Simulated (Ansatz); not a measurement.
**ZrO2: a point defect seen from the nuclei (Te on an O site), part 1 of 3**

Aim: the field gradients at and around a point defect: Te on an O site in ZrO2, cell charge 0. The cell is a supercell built from a deposited structure from the Crystallography Open Database (COD). Planned: a single point, then a relaxation, then a check of xc.

Program: Ansatz 0.2.0. Level of theory: DFT, PBE, plane-wave PAW, default files, scalar-relativistic, as far as a step names no other. These are calculated values, not measurements.

### 1 Starting point

Symmetry: Imm2, No. 44, orthorhombic system. Conventional cell: a = 7.192 Å, b = 7.192 Å, c = 10.354 Å, α = 90.00°, β = 90.00°, γ = 90.00°. Zr (site symmetry m) is surrounded by 1 Te at 2.08 Å and 7 O at 2.08 to 2.37 Å. Zr (site symmetry m) has 8 O at 2.08 to 2.37 Å as nearest neighbours. Zr (site symmetry m) is surrounded by 7 O at 2.08 to 2.37 Å and 1 Te at 2.37 Å. Around Te (site symmetry mm2) lie 4 Zr at 2.08 to 2.37 Å. O (site symmetry mm2) is surrounded by 4 Zr at 2.08 to 2.37 Å. Only part of the 14 independent sites is listed.

Structure file:

```xyz
24
Lattice="-3.5961 3.5961 5.1770 3.5961 -3.5961 5.1770 3.5961 3.5961 -5.1770" Properties=species:S:1:pos:R:3 pbc="T T T"
Zr    0.0000    0.0000    0.0000
Zr    0.0000    0.0000    5.1770
Zr    0.0000    3.5961    0.0000
Zr    3.5961    0.0000    0.0000
Zr    1.7980    1.7980    2.5885
Zr    1.7980    1.7980   -2.5885
Zr    1.7980   -1.7980    2.5885
Zr   -1.7980    1.7980    2.5885
Te    0.0000    1.7980    1.0509
O     0.0000    1.7981    6.2279
O     0.0000    5.3941    1.0509
O     3.5961    1.7980    1.0509
O     0.0000    1.7981    3.6394
O     3.5961   -1.7980    3.6394
O     3.5961    1.7980   -1.5376
O     3.5961    1.7981    3.6394
O     1.7980    0.0000    1.5376
O     1.7981    0.0000    6.7146
O     1.7981    3.5961    1.5376
O     5.3941    0.0000    1.5376
O     1.7980    0.0000    4.1261
O    -1.7980    3.5961    4.1261
O     1.7981    3.5961    4.1261
O     1.7980    3.5961   -1.0509
```

Atom 9 of the input is the impurity.

### 2 Single point at the given positions

input.yaml

```yaml
crystal:
  lattice:
    - [-3.5961, 3.5961, 5.177]
    - [3.5961, -3.5961, 5.177]
    - [3.5961, 3.5961, -5.177]
  atoms:
    - { symbol: Zr, position: [0.0, 0.0, 0.0] }
    - { symbol: Zr, position: [0.5, 0.5, 0.0] }
    - { symbol: Zr, position: [0.5, 0.0, 0.5] }
    - { symbol: Zr, position: [0.0, 0.5, 0.5] }
    - { symbol: Zr, position: [0.5, 0.5, 0.5] }
    - { symbol: Zr, position: [0.0, 0.0, 0.5] }
    - { symbol: Zr, position: [0.0, 0.5, 0.0] }
    - { symbol: Zr, position: [0.5, 0.0, 0.0] }
    - { symbol: Te, position: [0.3515, 0.1015, 0.25] }
    - { symbol: O, position: [0.8515, 0.6015, 0.25] }
    - { symbol: O, position: [0.8515, 0.1015, 0.75] }
    - { symbol: O, position: [0.3515, 0.6015, 0.75] }
    - { symbol: O, position: [0.6015, 0.3515, 0.25] }
    - { symbol: O, position: [0.1015, 0.8515, 0.25] }
    - { symbol: O, position: [0.1015, 0.3515, 0.75] }
    - { symbol: O, position: [0.6015, 0.8515, 0.75] }
    - { symbol: O, position: [0.1485, 0.3985, 0.25] }
    - { symbol: O, position: [0.6485, 0.8985, 0.25] }
    - { symbol: O, position: [0.6485, 0.3985, 0.75] }
    - { symbol: O, position: [0.1485, 0.8985, 0.75] }
    - { symbol: O, position: [0.3985, 0.6485, 0.25] }
    - { symbol: O, position: [0.8985, 0.1485, 0.25] }
    - { symbol: O, position: [0.8985, 0.6485, 0.75] }
    - { symbol: O, position: [0.3985, 0.1485, 0.75] }
kpoints:
  mp_grid: { grid: [4, 4, 4] }
scf:
  occupations: { method: fermi_dirac, width: 0.01 }
hamiltonian:
  xc: pbe
  pseudopotentials: { kind: paw }
output:
  forces: true
  stress: true
  populations: true
  efg:
    quadrupole_moments_barn: { Zr: -0.176, O: -0.02558 }
    contact_densities: true
```

On the command line:

```console
$ ansatz run input.yaml --threads 1 --pin off --max-ram 3072MiB --backend cpu --events-out ev --progress --plain --runs-dir out
```

The log of the run:

```text
Warning: RAYON_NUM_THREADS=1 ignored (pool sized by the plan → 1); use --threads N
Zr, Te: output.efg is read without spin–orbit coupling, which moves field gradients at and beside such atoms by some per cent and up to a factor of two; PAW files take it under magnetization.noncollinear and magnetization.spin_orbit
Engine: ansatz 0.2.0, aarch64-unknown-linux-gnu
Pseudopotentials: kind: paw
Pseudopotential: Zr, paw, valence charge 12, recommended cutoff 420 eV (normal), Zr.paw.azcp
Pseudopotential: Te, paw, valence charge 16, recommended cutoff 420 eV (normal), Te.paw.azcp
Pseudopotential: O, paw, valence charge 6, recommended cutoff 420 eV (normal), O.paw.azcp
Functional definition: PBE
  parameter kappa = 0.804
  parameter beta = 0.06672455060314922
  exchange = pbe_x(kappa = kappa, mu = beta*pi^2/3)
  correlation = pbe_c(beta = beta)
Crystal: 24 atoms, lattice volume = 267.795 Å³
Basis set: ecut = 420 eV, 5161 PW (Γ), exchange–correlation on 100×100×100 points (8 copies of the dense FFT grid, shifted against one another)
Bands: 125, of which v1, the nominal top of the filled ones, is band 101 counted from 1 (100 counted from 0)
Symmetry: 4 space group operations
Space group: Imm2 (ITA 44), of the structure as read, at distance tolerance 6.4e-5 Å
k-points: 18 of 64 (time reversal used)
Non-local potential: Zr, projectors of the file, l = 0: 3, l = 1: 2, l = 2: 2, l = 3: 2
Non-local potential: Te, projectors of the file, l = 0: 2, l = 1: 2, l = 2: 2, l = 3: 2
Non-local potential: O, projectors of the file, l = 0: 2, l = 1: 2, l = 2: 1
PAW form: soft (Blöchl's): semilocal exchange-correlation on the pseudo side does not see the compensation charge
PAW one-centre angular grid: Zr, 590 points (default); XC on 64 Gauss nodes
PAW one-centre angular grid: Te, 590 points (default); XC on 64 Gauss nodes
PAW one-centre angular grid: O, 110 points (default); XC on 64 Gauss nodes
Initial density: superposition of atomic densities (neutral atoms: chi_scale 0, normalization atom), corrected by the library's trained network
Initial wavefunctions: pseudopotential atomic-orbital guess
Functional: x = pbe(κ = 0.804, μ = 0.2195149727645171), c = pbe(β = 0.06672455060314922)
SCF iter   1: F=—  HF=-48983.347719 eV  |F-HF|=—  |Δ(HF+E_count)|=         —  Δρ=6.40e-3  dr2=1.04e-1  ethr=1.77e-3  ⟨swp⟩=6.8  Hψ=8431  notcnv=0  defer=145
preconditioner: auto → Resta (q_TF=auto, 2.603 Å⁻¹)  ε∞=4.3  [insulator: Δε(μ)=2.561 eV  Ē_g=16.515 eV  σ=0.010 eV  W_gap=1.00  n_scr=64 (ndim 8)  ℏωp=30.1 eV  f_vac=0.017  D(μ)=0.00/eV (n_scr^D=0)  ε∞_Penn≈4.3]
SCF iter   2: F=—  HF=-48983.331303 eV  |F-HF|=—  |Δ(HF+E_count)|=   1.64e-2  Δρ=3.27e-3  dr2=1.81e-2  ethr=5.15e-5  ⟨swp⟩=2.4  Hψ=4380  notcnv=0  defer=326
SCF iter   3: F=—  HF=-48983.331183 eV  |F-HF|=—  |Δ(HF+E_count)|=   1.20e-4  Δρ=1.42e-3  dr2=5.25e-3  ethr=8.95e-6  ⟨swp⟩=2.7  Hψ=3671  notcnv=0  defer=326
SCF iter   4: F=—  HF=-48983.330663 eV  |F-HF|=—  |Δ(HF+E_count)|=   5.20e-4  Δρ=3.79e-4  dr2=2.74e-4  ethr=2.60e-6  ⟨swp⟩=2.0  Hψ=3084  notcnv=0  defer=326
SCF iter   5: F=—  HF=-48983.330695 eV  |F-HF|=—  |Δ(HF+E_count)|=   3.28e-5  Δρ=1.05e-4  dr2=2.68e-5  ethr=1.35e-7  ⟨swp⟩=2.0  Hψ=3580  notcnv=0  defer=326
SCF iter   6: F=—  HF=-48983.329786 eV  |F-HF|=—  |Δ(HF+E_count)|=   9.10e-4  Δρ=7.16e-5  dr2=1.23e-5  ethr=1.33e-8  ⟨swp⟩=2.0  Hψ=3254  notcnv=0  defer=326
SCF iter   7: F=—  HF=-48983.329785 eV  |F-HF|=—  |Δ(HF+E_count)|=   9.21e-7  Δρ=1.74e-5  dr2=7.84e-7  ethr=6.08e-9  ⟨swp⟩=2.0  Hψ=2951  notcnv=0  defer=326
SCF iter   8: F=—  HF=-48983.329785 eV  |F-HF|=—  |Δ(HF+E_count)|=   4.05e-7  Δρ=9.06e-6  dr2=1.97e-7  ethr=3.88e-10  ⟨swp⟩=2.0  Hψ=2994  notcnv=0  defer=326
SCF iter   9: F=-48983.329785 eV  HF=-48983.329785 eV  |F-HF|=3.00e-9  |Δ(HF+E_count)|=   3.30e-8  Δρ=3.85e-6  dr2=3.62e-8  ethr=4.95e-11  ⟨swp⟩=12.2  Hψ=9834  notcnv=0
SCF 1 converged in 9 iterations: F = -48983.329785 eV  dr2 = 3.62e-8
SCF converged after 9 iterations
Free energy (F): -48983.329785 eV
Harris-Foulkes:  -48983.329785 eV  (|F-HF|=3.00e-9)
Internal energy: -48983.329785 eV  (E = F + TS)
E sigma→0 (E₀):  -48983.329785 eV
Fermi energy:    14.905626 eV
--- Per-component energies (eV) ---
  E_band       = -531.918771
  E_kinetic    = 5571.183185
  E_local      = -9954.799077  (includes V_loc(G=0)·N_el)
  E_nonlocal   = 1025.203358
  E_hartree    = 3735.987222
  E_xc         = -2564.813425
  E_vxc        = -3097.512801  (∫ρ·V_xc dr)
  E_paw        = -30659.955023  (= ΣΔE_a)
  E_vpaw       = -1548.003230  (= ΣTr[D̂ρ^β])
  E_aug_tail   = 0.037473  (compensation charges beyond the density's cutoff)
  E_ewald      = -16136.173498
  E_smearing   = -0.000000  (= −TS)
  E_closure    = 0.000000  (closes the sum)
  Σ components = -48983.329785   (vs F -48983.329785, Δ=0.00e0)
--- Forces (eV/Å), atoms counted from 1 ---
  atom   1  Zr     0.00000000   -18.19253621   -10.38219012
  atom   2  Zr     0.00000000    -0.06976034    -0.08223009
  atom   3  Zr     0.00000000    18.19253621   -10.38219012
  atom   4  Zr     0.00000000     0.06976034    -0.08223009
  atom   5  Zr     6.38752409     0.00000000     5.79548505
  atom   6  Zr     0.17053811     0.00000000    -0.00493122
  atom   7  Zr    -0.17053811     0.00000000    -0.00493122
  atom   8  Zr    -6.38752409    -0.00000000     5.79548505
  atom   9  Te     0.00000000     0.00000000     9.84250408
  atom  10  O      0.00000000     0.00000000    -0.04303267
  atom  11  O      0.00000000     0.00000000     0.37660688
  atom  12  O      0.00000000     0.00000000    -0.14737767
  atom  13  O      0.00000000     0.00000000     0.96257978
  atom  14  O      0.00000000     0.00000000    -0.99397958
  atom  15  O      0.00000000     0.00000000    -0.06008714
  atom  16  O      0.00000000     0.00000000    -0.77715528
  atom  17  O      0.79463435    -0.81642840     0.11959285
  atom  18  O     -0.79463435     0.81642840     0.11959285
  atom  19  O      0.79463435     0.81642840     0.11959285
  atom  20  O     -0.79463435    -0.81642840     0.11959285
  atom  21  O     -0.31291623    -0.07499994    -0.07268655
  atom  22  O      0.31291623     0.07499994    -0.07268655
  atom  23  O     -0.31291623     0.07499994    -0.07268655
  atom  24  O      0.31291623    -0.07499994    -0.07268655
  max |Σ_I F_I| component: 4.91e-5 eV/Å
--- Stress (GPa, compression-positive) ---
       23.889249       0.000000       0.000000
        0.000000      50.671092       0.000000
        0.000000       0.000000      34.881692
  P = ⅓ Tr σ = 36.4807 GPa (364.807 kbar)
--- PAW observables at the nuclei: V_zz in 10²¹ V/m², potentials from the cell's mean, atoms counted from 1 ---
  atom   1  Zr V_zz =    -6.461325   η = 0.6776   by run symmetry: allowed   C_q = +27.4972 MHz
            electrostatic potential = -5929.053083 V   contact ρ = 490529.059532 e/Å³
  atom   2  Zr V_zz =    +4.962374   η = 0.0485   by run symmetry: allowed   C_q = -21.1182 MHz
            electrostatic potential = -5927.797045 V   contact ρ = 490527.811410 e/Å³
  atom   3  Zr V_zz =    -6.461325   η = 0.6776   by run symmetry: allowed   C_q = +27.4972 MHz
            electrostatic potential = -5929.053083 V   contact ρ = 490529.059532 e/Å³
  atom   4  Zr V_zz =    +4.962374   η = 0.0485   by run symmetry: allowed   C_q = -21.1182 MHz
            electrostatic potential = -5927.797045 V   contact ρ = 490527.811410 e/Å³
  atom   5  Zr V_zz =    +4.487159   η = 0.4186   by run symmetry: allowed   C_q = -19.0958 MHz
            electrostatic potential = -5928.261628 V   contact ρ = 490527.595459 e/Å³
  atom   6  Zr V_zz =    +4.678681   η = 0.0542   by run symmetry: allowed   C_q = -19.9109 MHz
            electrostatic potential = -5927.778394 V   contact ρ = 490527.884209 e/Å³
  atom   7  Zr V_zz =    +4.678681   η = 0.0542   by run symmetry: allowed   C_q = -19.9109 MHz
            electrostatic potential = -5927.778394 V   contact ρ = 490527.884209 e/Å³
  atom   8  Zr V_zz =    +4.487159   η = 0.4186   by run symmetry: allowed   C_q = -19.0958 MHz
            electrostatic potential = -5928.261628 V   contact ρ = 490527.595459 e/Å³
  atom   9  Te V_zz =   -27.825647   η = 0.7925   by run symmetry: allowed
            electrostatic potential = -8653.932989 V   contact ρ = 1468758.196316 e/Å³
  atom  10  O  V_zz =    +0.909886   η = 0.2598   by run symmetry: allowed   C_q = -0.5628 MHz
            electrostatic potential = -630.130663 V   contact ρ = 2156.778761 e/Å³
  atom  11  O  V_zz =    +0.781919   η = 0.1134   by run symmetry: allowed   C_q = -0.4836 MHz
            electrostatic potential = -630.325518 V   contact ρ = 2156.917178 e/Å³
  atom  12  O  V_zz =    +1.136253   η = 0.1203   by run symmetry: allowed   C_q = -0.7028 MHz
            electrostatic potential = -630.163248 V   contact ρ = 2156.818765 e/Å³
  atom  13  O  V_zz =    -1.208985   η = 0.0347   by run symmetry: allowed   C_q = +0.7478 MHz
            electrostatic potential = -630.003091 V   contact ρ = 2157.050591 e/Å³
  atom  14  O  V_zz =    -0.757447   η = 0.2604   by run symmetry: allowed   C_q = +0.4685 MHz
            electrostatic potential = -630.108501 V   contact ρ = 2157.004468 e/Å³
  atom  15  O  V_zz =    +0.943626   η = 0.1668   by run symmetry: allowed   C_q = -0.5837 MHz
            electrostatic potential = -630.174889 V   contact ρ = 2156.807301 e/Å³
  atom  16  O  V_zz =    +0.868841   η = 0.0544   by run symmetry: allowed   C_q = -0.5374 MHz
            electrostatic potential = -630.574477 V   contact ρ = 2157.665917 e/Å³
  atom  17  O  V_zz =    +1.031162   η = 0.5432   by run symmetry: allowed   C_q = -0.6378 MHz
            electrostatic potential = -630.117410 V   contact ρ = 2157.050244 e/Å³
  atom  18  O  V_zz =    +1.031162   η = 0.5432   by run symmetry: allowed   C_q = -0.6378 MHz
            electrostatic potential = -630.117410 V   contact ρ = 2157.050244 e/Å³
  atom  19  O  V_zz =    +1.031162   η = 0.5432   by run symmetry: allowed   C_q = -0.6378 MHz
            electrostatic potential = -630.117410 V   contact ρ = 2157.050244 e/Å³
  atom  20  O  V_zz =    +1.031162   η = 0.5432   by run symmetry: allowed   C_q = -0.6378 MHz
            electrostatic potential = -630.117410 V   contact ρ = 2157.050244 e/Å³
  atom  21  O  V_zz =    +0.985385   η = 0.2875   by run symmetry: allowed   C_q = -0.6095 MHz
            electrostatic potential = -630.232317 V   contact ρ = 2156.817446 e/Å³
  atom  22  O  V_zz =    +0.985385   η = 0.2875   by run symmetry: allowed   C_q = -0.6095 MHz
            electrostatic potential = -630.232317 V   contact ρ = 2156.817446 e/Å³
  atom  23  O  V_zz =    +0.985385   η = 0.2875   by run symmetry: allowed   C_q = -0.6095 MHz
            electrostatic potential = -630.232317 V   contact ρ = 2156.817446 e/Å³
  atom  24  O  V_zz =    +0.985385   η = 0.2875   by run symmetry: allowed   C_q = -0.6095 MHz
            electrostatic potential = -630.232317 V   contact ρ = 2156.817446 e/Å³
--- Band table (eV; the first three rows and the last of 18) ---
  k-point 0: bands = ["-34.8997", "-34.8727", "-34.8650", "-34.8555", "-34.7798", "-34.7644", "-34.5601", "-34.5403", "-23.4795", "-23.4603", "-23.1927", "-23.1656", "-23.0879", "-13.9431", "-13.5028", "-13.4753", "-13.4671", "-13.4529", "-13.4213", "-13.4092", "-13.1350", "-13.0849", "-13.0697", "-12.9761", "-12.9302", "-12.9221", "-12.8998", "-12.8615", "-12.8560", "-12.8109", "-12.7828", "-12.7678", "-12.7489", "-12.5291", "-12.5243", "-12.5168", "-12.4648", "-5.1253", "-4.2801", "-4.2644", "-4.1962", "-4.0211", "-3.8828", "-3.7657", "-3.3114", "-3.1609", "-3.0595", "-3.0528", "-3.0030", "-2.9882", "-2.9766", "-2.8942", "2.7116", "6.8200", "6.9903", "7.1450", "7.7202", "7.8321", "7.8604", "8.4236", "8.4981", "8.5945", "8.6534", "8.6963", "8.8264", "8.8990", "8.9467", "9.7191", "9.7922", "9.8254", "9.8384", "9.9796", "9.9888", "10.2188", "10.2213", "10.3009", "10.3539", "10.6007", "10.6607", "10.6668", "10.8103", "11.0680", "11.1716", "11.1972", "11.2262", "11.2661", "11.2862", "11.4425", "11.5001", "11.6009", "11.6077", "11.6205", "11.7481", "11.8577", "11.9019", "12.1961", "12.2022", "12.3656", "13.1083", "13.2598", "13.5851", "16.1643", "16.5404", "16.5933", "16.6412", "16.8074", "16.9781", "17.0083", "17.0445", "17.1438", "17.2581", "17.4766", "17.5436", "17.5822", "17.6261", "17.6843", "17.8873", "18.6994", "18.7492", "18.8339", "18.8637", "18.9150", "18.9547", "19.0501", "19.4872"]
[... 3 lines left out ...]
--- Löwdin populations: 24 sites ---
  site symbol       q [e]
     0     Zr     11.0676
     1     Zr     10.5579
     2     Zr     11.0676
     3     Zr     10.5579
     4     Zr     10.8153
     5     Zr     10.5515
     6     Zr     10.5515
     7     Zr     10.8153
     8     Te     15.0848
     9      O      6.6724
    10      O      6.6529
    11      O      6.6723
    12      O      6.6749
    13      O      6.6798
    14      O      6.6720
    15      O      6.6376
    16      O      6.6810
    17      O      6.6810
    18      O      6.6810
    19      O      6.6810
    20      O      6.6659
    21      O      6.6659
    22      O      6.6659
    23      O      6.6659
  spilling = 0.004361 (of n_electrons = 202.000000)
```

Wall time 92 s (1 thread of Arm Neoverse V1, shared host); peak memory 0.79 GiB.

The run ends with gap on the mesh 2.53 eV, largest force 20.947 eV/Å, pressure 36.5 GPa.

Site by site (atoms counted from 1): 11 of 14, those nearest the defect, the farthest of each element and the two largest gradients.

```csv
site,atoms,distance from the defect (Å),V_zz (10²¹ V/m²),η,C_Q (MHz)
Te,9,0.00,-27.8,0.79,–
Zr1,"1, 3",2.08,-6.46,0.68,27.5 (⁹¹Zr)
Zr5,"5, 8",2.37,4.49,0.42,-19.1 (⁹¹Zr)
O13,13,2.59,-1.21,0.03,0.748 (¹⁷O)
O14,14,2.59,-0.76,0.26,0.468 (¹⁷O)
O17,"17, 18, 19, 20",2.59,1.03,0.54,-0.638 (¹⁷O)
O21,"21, 22, 23, 24",3.30,0.99,0.29,-0.609 (¹⁷O)
O11,11,3.60,0.78,0.11,-0.484 (¹⁷O)
O12,12,3.60,1.14,0.12,-0.703 (¹⁷O)
Zr2,"2, 4",4.16,4.96,0.05,-21.1 (⁹¹Zr)
O10,10,5.09,0.91,0.26,-0.563 (¹⁷O)
```

V_zz is the principal component of the electric field gradient with the largest magnitude, η = (V_xx − V_yy)/V_zz and C_Q = eQV_zz/h. Nuclear quadrupole moments: year-2017 set (Pyykkö). A dash under C_Q marks elements without a common quadrupolar isotope.

Direction of the V_zz axis (Cartesian unit vector):

| site | atom | x | y | z |
| --- | --- | --- | --- | --- |
| Zr1 | 1 | 0.00 | 0.94 | 0.33 |
| Zr2 | 2 | 0.00 | -0.03 | 1.00 |
| Zr5 | 5 | -0.28 | 0.00 | 0.96 |
| Zr6 | 6 | 0.03 | 0.00 | 1.00 |
| Te | 9 | 0.00 | 1.00 | 0.00 |
| O10 | 10 | 1.00 | 0.00 | 0.00 |
| O11 | 11 | 1.00 | 0.00 | 0.00 |
| O12 | 12 | 1.00 | 0.00 | 0.00 |
| O13 | 13 | 1.00 | 0.00 | 0.00 |
| O14 | 14 | 1.00 | 0.00 | 0.00 |

(Continued in part 2 of 3.)
